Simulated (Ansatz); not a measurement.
## C2H7NSi2, SMILES C#C[SiH2][SiH2]N: a single point in a Gaussian basis, step by step

Computed with Ansatz's Python interface.

`c2h7nsi2.xyz`
```text
12

C     2.69270   -1.34340    0.32190
C     1.97420   -0.38140    0.29420
Si    0.86260    1.12850    0.25040
Si   -1.36100    0.43940    0.15970
N    -1.76720   -0.56020   -1.16160
H     3.33560   -2.19370    0.34510
H     1.08520    1.95140    1.47150
H     1.19820    1.96950   -0.93180
H    -2.28550    1.59500    0.09670
H    -1.71230   -0.36470    1.35280
H    -2.75560   -0.79630   -1.10920
H    -1.26680   -1.44410   -1.08970
```

Typed at the interpreter:
```pycon
>>> from pathlib import Path
>>> import warnings
>>> import ansatz as az
>>> import numpy as np
>>> import pandas as pd
>>> BASIS_SET = "6-31G*"
>>> FUNCTIONAL = "pbe"
>>> DISPERSION = "d3bj"
>>> warnings.simplefilter("ignore", az.DeckWarning)
>>> mol = az.Crystal.molecule_from_extxyz("c2h7nsi2.xyz")
>>> model = (
...     mol.calculation()
...     .basis(gaussian=BASIS_SET)
...     .functional(FUNCTIONAL, dispersion=DISPERSION)
...     .forces()
...     .orbitals()
... )
>>> print(model.to_yaml())
crystal:
  periodic: [false, false, false]
  atoms:
    - { symbol: C, position_ang: [2.6927, -1.3434, 0.3219] }
    - { symbol: C, position_ang: [1.9742, -0.3814, 0.2942] }
    - { symbol: Si, position_ang: [0.8626, 1.1285, 0.2504] }
    - { symbol: Si, position_ang: [-1.361, 0.4394, 0.1597] }
    - { symbol: "N", position_ang: [-1.7672, -0.5602, -1.1616] }
    - { symbol: H, position_ang: [3.3356, -2.1937, 0.3451] }
    - { symbol: H, position_ang: [1.0852, 1.9514, 1.4715] }
    - { symbol: H, position_ang: [1.1982, 1.9695, -0.9318] }
    - { symbol: H, position_ang: [-2.2855, 1.595, 0.0967] }
    - { symbol: H, position_ang: [-1.7123, -0.3647, 1.3528] }
    - { symbol: H, position_ang: [-2.7556, -0.7963, -1.1092] }
    - { symbol: H, position_ang: [-1.2668, -1.4441, -1.0897] }
basis:
  gaussian:
    orbitals: "6-31G*"
hamiltonian:
  xc: pbe
  dispersion: d3bj
output:
  orbitals: {}
  forces: true
>>> res = model.run(runs_dir="out")
>>> data = res.report
>>> type(res).__name__, type(data).__name__
('RunOutcome', 'dict')
>>> print(f"E = {data['free_energy_ev']:.6f} eV = {data['free_energy_ev'] / 27.211386246:.7f} Ha")
E = -19417.729785 eV = -713.5884078 Ha
>>> print("converged:", data["converged"], " doubts:", data["published_state_doubts"] or "none")
converged: True  doubts: none
>>> field = data["mean_field"]
>>> print("<S^2> =", round(abs(field["state"]["spin_squared"]), 4), " all-electron relativity setting:", field["relativity"])
<S^2> = 0.0  all-electron relativity setting: none
>>> print("passes:", field["passes"])
passes: {'evaluations': 16, 'products': 12}
>>> if "symmetry" in field:
...     print("occupied orbitals by irrep:", field["symmetry"]["occupied"])
...
occupied orbitals by irrep: [{'A': 27}, {'A': 27}]
>>> symbols = [site.symbol for site in mol.cartesian_sites]
>>> forces = np.array(data["forces_ev_ang"])
>>> print("largest force", round(float(np.linalg.norm(forces, axis=1).max()), 4), "eV/A, rms", round(float(np.sqrt((forces ** 2).mean())), 4))
largest force 3.4108 eV/A, rms 0.7888
>>> charges = data["charge_distribution"]
>>> table = pd.DataFrame({"atom": symbols, "mulliken": charges["mulliken_charges_e"], "lowdin": charges["lowdin_charges_e"]})
>>> table.round(3)
   atom  mulliken  lowdin
0     C    -0.185  -0.147
1     C    -0.106  -0.173
2    Si     0.130   0.204
3    Si     0.281   0.149
4     N    -0.811  -0.500
5     H     0.191   0.159
6     H    -0.028  -0.029
7     H    -0.021  -0.028
8     H    -0.048  -0.047
9     H    -0.057  -0.065
10    H     0.331   0.238
11    H     0.324   0.238
>>> print("dipole (e A):", np.round(charges["dipole_moment_e_ang"], 4) + 0.0)
dipole (e A): [-0.0669 -0.2937  0.0784]
>>> lines = Path(data["orbitals_path"]).read_text().splitlines()
>>> field_of = lambda key: [line.split("=")[1].strip() for line in lines if line.startswith(key)]
>>> orbitals = [(27.211386 * float(e), s, float(n)) for e, s, n in zip(field_of("Ene="), field_of("Spin="), field_of("Occup="))]
>>> homo = max(e for e, _, n in orbitals if n > 0.5)
>>> lumo = min(e for e, _, n in orbitals if n < 0.5)
>>> for e, spin, n in sorted(orbitals):
...     if homo - 6 < e < lumo + 5:
...         print(f"{spin:6s} {e:10.3f} eV  occupation {n:.0f}")
...
Alpha      -9.612 eV  occupation 2
Alpha      -9.466 eV  occupation 2
Alpha      -8.650 eV  occupation 2
Alpha      -8.259 eV  occupation 2
Alpha      -7.659 eV  occupation 2
Alpha      -6.752 eV  occupation 2
Alpha      -6.536 eV  occupation 2
Alpha      -5.682 eV  occupation 2
Alpha      -0.928 eV  occupation 0
Alpha      -0.578 eV  occupation 0
Alpha      -0.217 eV  occupation 0
Alpha       0.334 eV  occupation 0
Alpha       1.030 eV  occupation 0
Alpha       2.068 eV  occupation 0
Alpha       2.386 eV  occupation 0
Alpha       2.721 eV  occupation 0
Alpha       2.832 eV  occupation 0
Alpha       3.082 eV  occupation 0
Alpha       3.687 eV  occupation 0
Alpha       4.027 eV  occupation 0
```

Caveats:
- Total energies depend on the basis set; only differences at equal settings carry meaning.
- The geometry is a force-field or estimated start, not a minimum of this method, and the basis set is short of its limit.
- The Löwdin charges here are taken after orthogonalising the functions within each atom; they differ from plain Löwdin charges, and their signs can be unphysical.
- Alpha marks a spatial orbital of a restricted run, filled by both spins.
- Levels such as HOMO and LUMO are orbital energies: with these approximate functionals they aren't the ionisation energy and electron affinity, and their gap isn't the fundamental gap.
- The whole script took 4.6 s on 1 thread of Arm Neoverse V1, on a shared host, peak memory 0.25 GiB.
